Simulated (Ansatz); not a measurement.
Wanted: the native input for an Ansatz 0.2.0 run.

* Task: single point
* Functional: PBE
* Potentials or basis: all-electron LAPW, scalar-relativistic
* Cutoff: 270 eV (chosen from the basis error)
* Basis error allowed: 0.002 eV/atom
* k mesh: 8 × 8 × 2
* Occupations: fermi-dirac, width 0.05 eV
* Spin: collinear spin, ferromagnetic start
* Starting moments: [1.0, 1.0, 1.0, 1.0, 0.0, 0.0, 0.6, 0.6, 0.0, 0.0] μB
* Hubbard terms: Ir d U = 3 eV, Mo d U = 3 eV, Ni d U = 3 eV, Pd d U = 3 eV, W d U = 3 eV

The system is NiMoIrPdW.

```
Ni Mo Pd Ir W
1.0
     2.77085    0.00000    0.00000
    -1.38543    2.39963    0.00000
     0.00000    0.00000   22.01961
Ni Mo Pd Ir W
2 2 2 2 2
Direct
  0.33333 0.66667 0.85081
  0.66667 0.33333 0.14919
  0.66667 0.33333 0.76059
  0.33333 0.66667 0.23941
  0.33333 0.66667 0.05329
  0.66667 0.33333 0.94671
  0.33333 0.66667 0.65827
  0.66667 0.33333 0.34173
  0.33333 0.66667 0.44418
  0.66667 0.33333 0.55582
```

The cell was built by a generator and needn't be a form met in nature.

One way to write it, as run:

input.yaml

```yaml
crystal:
  lattice:
    - [2.77085, 0.0, 0.0]
    - [-1.38543, 2.39963, 0.0]
    - [0.0, 0.0, 22.01961]
  atoms:
    - { symbol: Ni, position: [0.33333, 0.66667, 0.85081], spin: 1.0 }
    - { symbol: Ni, position: [0.66667, 0.33333, 0.14919], spin: 1.0 }
    - { symbol: Mo, position: [0.66667, 0.33333, 0.76059], spin: 1.0 }
    - { symbol: Mo, position: [0.33333, 0.66667, 0.23941], spin: 1.0 }
    - { symbol: Pd, position: [0.33333, 0.66667, 0.05329] }
    - { symbol: Pd, position: [0.66667, 0.33333, 0.94671] }
    - { symbol: Ir, position: [0.33333, 0.66667, 0.65827], spin: 0.6 }
    - { symbol: Ir, position: [0.66667, 0.33333, 0.34173], spin: 0.6 }
    - { symbol: W, position: [0.33333, 0.66667, 0.44418] }
    - { symbol: W, position: [0.66667, 0.33333, 0.55582] }
kpoints:
  mp_grid: { grid: [8, 8, 2] }
scf:
  occupations: { method: fermi_dirac, width: 0.05 }
hamiltonian:
  xc: pbe
  pseudopotentials: { kind: all_electron, lapw: { basis_error: 0.002 } }
  hubbard:
    sites:
      - { species: Ir, l: d, u_eff: 3 }
      - { species: Mo, l: d, u_eff: 3 }
      - { species: Ni, l: d, u_eff: 3 }
      - { species: Pd, l: d, u_eff: 3 }
      - { species: W, l: d, u_eff: 3 }
    double_counting: fll
    projectors: ortho-atomic
magnetization:
  spin_polarized: true
output:
  forces: true
  stress: true
  eigenvalues: true
  hubbard: {}
```

Potentials or basis: all-electron LAPW, scalar-relativistic.

Command:

```console
$ ansatz run input.yaml --threads 8 --pin off --max-ram 24576MiB --backend cpu --events-out ev --progress --plain --runs-dir out
```

It gave:

```yaml
Pressure: 0.8 GPa
Largest_force: 0.078 eV/Å
Band_gap_on_the_k_mesh: none (metal or under the smearing width)
Net_moment: 0.76 μB per cell
Absolute_moment: 0.97 μB per cell
Site_moments: Ni +0.19; Mo +0.03; Pd +0.01; Ir +0.18; W -0.03 μB
```

Caveat: the k mesh is thin for a metal, which can move the energy by tens of meV per atom; the magnetic state may not be the lowest; U is the effective U less J, on atomic orbitals that reach past the spheres; the U is typed as a test and isn't derived for this compound.

It took 5.7 min on 8 threads of AMD EPYC 7R43 64-Core Processor (Zen 3), with other jobs on the host, peak memory 4.1 GiB.
